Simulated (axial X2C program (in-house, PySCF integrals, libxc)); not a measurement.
# A two-component session on TiH⁻: properties at the nuclei

Aim: properties at the nuclei of TiH⁻, with spin–orbit coupling in the Hamiltonian from the start.

Method: two-component X2C with atomic mean-field terms, Ti dyall-acv3z, H dyall-av3z; program: an in-house X2C program for linear molecules on PySCF integrals.

All values are calculated.

## (1) Set-up

task.json

```json
{"zs": [22, 1], "q": -1, "bas": ["dyall-acv3z", "dyall-av3z"], "r0": 1.68, "levels": ["PBE0", "HF", "PBE50", "PBE", "BHandHLYP"], "nst": 3}
```

Keys: zs atomic numbers; q charge; bas basis sets; r0 starting distance in Å; levels methods (HF also brings MP2); nst determinants followed.

Run with:

```
python soeom.py task.json out
```

Further steps of the session: Expectation values, lowest determinant; Expectation values, a higher determinant; Expectation values, a higher determinant.

Before running it: what results should come out? Wanted: lowest determinant; Eeff magnitude; Ws magnitude Ti; A∥/gI Ti; qzz Ti; higher determinant (for each run or level that gives them).

As calculated:

| quantity | value |
| --- | --- |
| lowest determinant | Ω = 2 (excess of +ω over −ω: ω = 1/2, ω = 3/2) |
| Eeff magnitude (GV/cm), PBE0 | 0.00299 |
| Ws magnitude Ti (kHz), PBE0 | 0.00195 |
| A∥/gI Ti (MHz), PBE0 | 194 |
| qzz Ti (a.u.), PBE0 | -0.91 |
| higher determinant | Ω = 4 (excess of +ω over −ω: ω = 3/2, ω = 5/2) |
| Eeff magnitude (GV/cm), PBE0, higher determinant | 0.00352 |
| Ws magnitude Ti (kHz), PBE0, higher determinant | 0.000977 |
| A∥/gI Ti (MHz), PBE0, higher determinant | 152 |
| qzz Ti (a.u.), PBE0, higher determinant | -0.91 |
| higher determinant | Ω = 1 (excess of +ω over −ω: ω = -3/2, ω = 5/2) |
| Eeff magnitude (GV/cm), PBE0, higher determinant | 0.068 |
| Ws magnitude Ti (kHz), PBE0, higher determinant | 0.0306 |
| A∥/gI Ti (MHz), PBE0, higher determinant | 39 |
| qzz Ti (a.u.), PBE0, higher determinant | 0.40 |

**Reading.** In the first state, the effective field runs from 0.00299 to 0.357 GV/cm over the mean-field levels, so the levels don't agree on it. The expectation values come from single determinants, which for open shells can mix terms of unlike spin or miss the lowest Ω, so a determinant need not be a state. Eeff is the effective electric field on the electron dipole moment in this Ω state and Ws the scalar–pseudoscalar constant (defined with the proton number Z and per Ω); A∥ is the parallel hyperfine constant, which follows by multiplying with the nuclear g factor gI = μI/(I μN); qzz is the electric field gradient, eQq0 = 234.96 MHz × Q/barn × qzz. The operators were transformed with the bare-nucleus X2C matrices. A second determinant lies within 0.1 eV of the first, so their order is not settled at this level.
